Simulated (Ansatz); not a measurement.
# C3H10InNO: up Jacob's ladder to CCSD(T)

Aim: compute C3H10InNO with functionals from several rungs and with coupled cluster. The yardstick is the atomisation energy at the CCSD(T) limit.

Computed with Ansatz 0.2.0, Gaussian basis. Level: functionals in def2-TZVPP, the program's frozen cores in correlated methods.

Levels to be run: LDA (SPW92), PBE-D4, revPBE-D4, BLYP-D4, r2SCAN-D4, B97M-V, PBE0-D4, B3LYP-D4, r2SCANh-D4, r2SCAN0-D4, HSE06-D4, BHLYP-D4, CAM-B3LYP-D4, LC-ωPBE, ωB97X-V, ωB97M-V, B2PLYP, PBE-QIDH; CCSD(T)/def2-SVP; CCSD(T)/def2-TZVPP; MP2/def2-QZVPP; extrapolation to the limit; RPA on PBE.

### Step 1. Structure used throughout

All runs share one geometry, relaxed beforehand with PBE0-D4 in a triple-zeta def2 set. In takes the def2 core potential; no spin-orbit term is included.

SMILES `CC(C)[O][InH][NH2]`, 16 atoms, charge 0, spin multiplicity 1.

Atoms are counted from 1 here; the program's logs count them from 0.

Bond lengths: C1–C2 1.520 Å, C1–H7 1.093 Å, C1–H8 1.093 Å, C1–H9 1.095 Å, C2–C3 1.517 Å, C2–O4 1.406 Å, C2–H10 1.104 Å, C3–H11 1.093 Å, C3–H12 1.093 Å, C3–H13 1.091 Å, O4–In5 1.989 Å, In5–N6 2.002 Å, In5–H14 1.700 Å, N6–H15 1.009 Å, N6–H16 1.007 Å. Angles: C2–C1–H7 109.9°, C2–C1–H8 111.6°, C2–C1–H9 110.9°, H7–C1–H8 108.6°, H7–C1–H9 108.2°, H8–C1–H9 107.6°, C1–C2–C3 111.4°, C1–C2–O4 110.9°, C1–C2–H10 107.9°, C3–C2–O4 108.0°, C3–C2–H10 107.9°, O4–C2–H10 110.7°, C2–C3–H11 109.8°, C2–C3–H12 111.3°, C2–C3–H13 110.3°, H11–C3–H12 108.6°, H11–C3–H13 108.1°, H12–C3–H13 108.6° and more.

Geometry (Å):

```csv
atom,x (Å),y (Å),z (Å)
C1,0.6825,-1.6523,-0.3929
C2,0.7556,-0.1512,-0.6208
C3,0.7670,0.1850,-2.1004
O4,-0.3450,0.5003,-0.0359
In5,-0.5380,0.7727,1.9250
N6,-2.4168,1.3792,2.2557
H7,-0.2522,-2.0449,-0.8021
H8,1.5180,-2.1722,-0.8695
H9,0.7124,-1.8866,0.6764
H10,1.7017,0.2128,-0.1833
H11,-0.1529,-0.1745,-2.5692
H12,1.6199,-0.2759,-2.6057
H13,0.8203,1.2660,-2.2418
H14,0.7247,0.4249,3.0089
H15,-2.9411,1.7247,1.4664
H16,-2.6561,1.8920,3.0892
```

### Step 2. LDA

This LDA is Slater exchange with PW92 correlation.

The input, in.yaml:

```yaml
crystal:
  periodic: [false, false, false]
  atoms:
    - {symbol: C, position_ang: [0.682475, -1.652288, -0.392881]}
    - {symbol: C, position_ang: [0.755559, -0.151230, -0.620843]}
    - {symbol: C, position_ang: [0.766978, 0.185033, -2.100427]}
    - {symbol: O, position_ang: [-0.345007, 0.500342, -0.035901]}
    - {symbol: In, position_ang: [-0.537964, 0.772651, 1.924980]}
    - {symbol: N, position_ang: [-2.416792, 1.379172, 2.255742]}
    - {symbol: H, position_ang: [-0.252204, -2.044935, -0.802140]}
    - {symbol: H, position_ang: [1.517987, -2.172169, -0.869457]}
    - {symbol: H, position_ang: [0.712370, -1.886569, 0.676414]}
    - {symbol: H, position_ang: [1.701720, 0.212826, -0.183288]}
    - {symbol: H, position_ang: [-0.152854, -0.174499, -2.569202]}
    - {symbol: H, position_ang: [1.619894, -0.275892, -2.605689]}
    - {symbol: H, position_ang: [0.820280, 1.266028, -2.241775]}
    - {symbol: H, position_ang: [0.724692, 0.424880, 3.008919]}
    - {symbol: H, position_ang: [-2.941053, 1.724682, 1.466354]}
    - {symbol: H, position_ang: [-2.656072, 1.891958, 3.089183]}
basis:
  gaussian: {orbitals: def2-TZVPP}
hamiltonian: {xc: lda}
output: {orbitals: {seedname: orbitals}}
```

Run with:

```bash
> ansatz run in.yaml --threads 2 --pin off --events-out ev --progress --plain --max-ram 22528MiB --backend cuda --devices 0, --max-vram 18GiB
```

Further steps of the session: PBE-D4 (GGA); revPBE-D4 (GGA); BLYP-D4 (GGA); r2SCAN-D4 (meta-GGA); B97M-V (meta-GGA); B3LYP-D4 (hybrid); r2SCANh-D4 (hybrid); r2SCAN0-D4 (hybrid); HSE06-D4 (hybrid); BHLYP-D4 (hybrid); CAM-B3LYP-D4 (range-separated); LC-ωPBE (range-separated); ωB97X-V (range-separated); ωB97M-V (range-separated); B2PLYP (double hybrid); PBE-QIDH (double hybrid); CCSD(T) in def2-SVP; CCSD(T) in def2-TZVPP; MP2 in def2-QZVPP; RPA on PBE orbitals.

Before running them: what should the planned runs give, taken together? Wanted: atomisation energy, CCSD(T)/CBS; farthest beyond LDA; mean size of error, GGA; mean size of error, meta-GGA; mean size of error, hybrid; mean size of error, range-separated; mean size of error, double hybrid; gap, smallest and largest; T1 diagnostic.

The runs gave:

| quantity | value |
| --- | --- |
| atomisation energy, CCSD(T)/CBS | 5732.4 kJ/mol |
| functionals within 57.3 kJ/mol (1.0 %) | BLYP-D4, r2SCAN-D4, B97M-V, PBE0-D4, B3LYP-D4, r2SCANh-D4, HSE06-D4, CAM-B3LYP-D4, LC-ωPBE, ωB97X-V, ωB97M-V |
| farthest beyond LDA | BHLYP-D4 (-193.9 kJ/mol) |
| mean size of error, GGA | 61.7 kJ/mol |
| mean size of error, meta-GGA | 18.4 kJ/mol |
| mean size of error, hybrid | 71.6 kJ/mol |
| mean size of error, range-separated | 9.4 kJ/mol |
| mean size of error, double hybrid | 76.9 kJ/mol |
| gap, smallest and largest | 3.95 eV (BLYP-D4), 10.77 eV (LC-ωPBE) |
| T1 diagnostic | 0.0147 |
| triples share of the correlation energy | 3.6 % |

The LDA atomisation energy is off by 815.9 kJ/mol (14 %): it overbinds. PBE-D4 is off by +79.1 kJ/mol. Double hybrids carry the basis error of their MP2 part in triple zeta, and no dispersion term here, so their miss is partly the set-up's. The rungs range-separated, meta-GGA miss on average by less than the doubt on the reference (57.3 kJ/mol), so they tie. Misses under about 57.3 kJ/mol are within the doubt on the reference itself, which lacks core-valence correlation, spin-orbit coupling and higher excitations, and its outer-core shells are covered unevenly. All levels share the lack of spin-orbit coupling, which lowers the free heavy atoms and so the true binding. Hartree-Fock recovers 71 % of the binding; the rest is correlation. CCSD(T) in def2-SVP is off by -322.7 kJ/mol, so the small basis spoils what the method gains. Orbital gaps span 4.0 to 10.8 eV; exact exchange widens them. Correlated methods include outer-core shells of In, which these sets cover unevenly.
